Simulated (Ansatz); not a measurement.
# CH6GeOSn: a ladder of functionals and wavefunction methods

The task here is to estimate one member of a computed series from the others.

Computed with Ansatz 0.2.0, Gaussian basis. Level: functionals in def2-TZVPP, the program's frozen cores in correlated methods.

The runs, in order: PBE-D4, r2SCAN-D4, PBE0-D4, B3LYP-D4, ωB97X-V, ωB97M-V, B2PLYP; CCSD(T)/def2-TZVPP; MP2/def2-QZVPP; extrapolation to the limit.

**Structure used throughout**

An earlier PBE0-D4 in a triple-zeta def2 set relaxation fixed the geometry. Sn takes the def2 core potential; no spin-orbit term is included.

SMILES `[SnH3][CH]1[O][GeH2]1`, 10 atoms, charge 0, spin multiplicity 1.

Atoms are counted from 1 here; the program's logs count them from 0.

Bond lengths: Sn1–C2 2.148 Å, Sn1–H5 1.708 Å, Sn1–H6 1.710 Å, Sn1–H7 1.708 Å, C2–O3 1.436 Å, C2–Ge4 1.903 Å, C2–H8 1.093 Å, O3–Ge4 1.830 Å, Ge4–H9 1.526 Å, Ge4–H10 1.526 Å. Angles: C2–Sn1–H5 110.3°, C2–Sn1–H6 109.4°, C2–Sn1–H7 108.0°, H5–Sn1–H6 109.7°, H5–Sn1–H7 109.6°, H6–Sn1–H7 109.9°, Sn1–C2–O3 115.9°, Sn1–C2–Ge4 122.1°, Sn1–C2–H8 115.2°, O3–C2–Ge4 64.7°, O3–C2–H8 113.5°, Ge4–C2–H8 115.6°, C2–O3–Ge4 70.1°, C2–Ge4–O3 45.2°, C2–Ge4–H9 121.1°, C2–Ge4–H10 121.6°, O3–Ge4–H9 112.3°, O3–Ge4–H10 111.8° and more.

Set-up of the first run:

Input file in.yaml:

```yaml
crystal:
  periodic: [false, false, false]
  atoms:
    - {symbol: Sn, position_ang: [-1.361917, 1.007238, 0.193341]}
    - {symbol: C, position_ang: [0.623945, 0.365219, -0.313802]}
    - {symbol: O, position_ang: [0.721840, -0.567530, -1.400760]}
    - {symbol: Ge, position_ang: [1.278190, -1.359656, 0.152237]}
    - {symbol: H, position_ang: [-2.041332, 1.900221, -1.093857]}
    - {symbol: H, position_ang: [-1.303376, 1.977683, 1.599689]}
    - {symbol: H, position_ang: [-2.306573, -0.384678, 0.487866]}
    - {symbol: H, position_ang: [1.373779, 1.159950, -0.351729]}
    - {symbol: H, position_ang: [0.330161, -2.463341, 0.611488]}
    - {symbol: H, position_ang: [2.768283, -1.686405, 0.118527]}
basis:
  gaussian: {orbitals: def2-TZVPP}
hamiltonian: {xc: pbe, dispersion: d4}
output: {forces: true, orbitals: {seedname: orbitals}}
```

Command:

```
$ ansatz run in.yaml --threads 4 --pin off --events-out ev --progress --plain --max-ram 10444MiB
```

Steps of the session up to this table: PBE-D4 (GGA); r2SCAN-D4 (meta-GGA); PBE0-D4 (hybrid); B3LYP-D4 (hybrid); ωB97X-V (range-separated); ωB97M-V (range-separated); B2PLYP (double hybrid); CCSD(T) in def2-TZVPP; MP2 in def2-QZVPP.

One of the session's tables, all rows but one given; the rest of the session is left out.

| method | atomisation energy (kJ/mol) |
| --- | --- |
| PBE-D4 | 2905.5 |
| r2SCAN-D4 | 2879.4 |
| PBE0-D4 | 2842.7 |
| B3LYP-D4 | 2844.5 |
| ωB97X-V | 2895.1 |
| ωB97M-V | 2858.4 |
| B2PLYP | 2818.9 |
| HF/def2-TZVPP | 1906.9 |
| MP2/def2-TZVPP | 2827.4 |
| CCSD/def2-TZVPP | 2764.3 |
| CCSD(T)/def2-TZVPP | 2823.0 |
| MP2/CBS | ? |
| CCSD(T)/CBS | 2899.8 |

Estimate the missing values for MP2/CBS.

As computed: atomisation energy (kJ/mol): 2904.2. In the column «atomisation energy (kJ/mol)» it lies between CCSD(T)/CBS (2899.8) and PBE-D4 (2905.5).

To keep in mind: Free atoms (1 Sn, 1 C, 1 O, 1 Ge, 6 H) were run apart at each level; the atomisation energy is their sum less the molecule, without zero-point or spin-orbit terms.
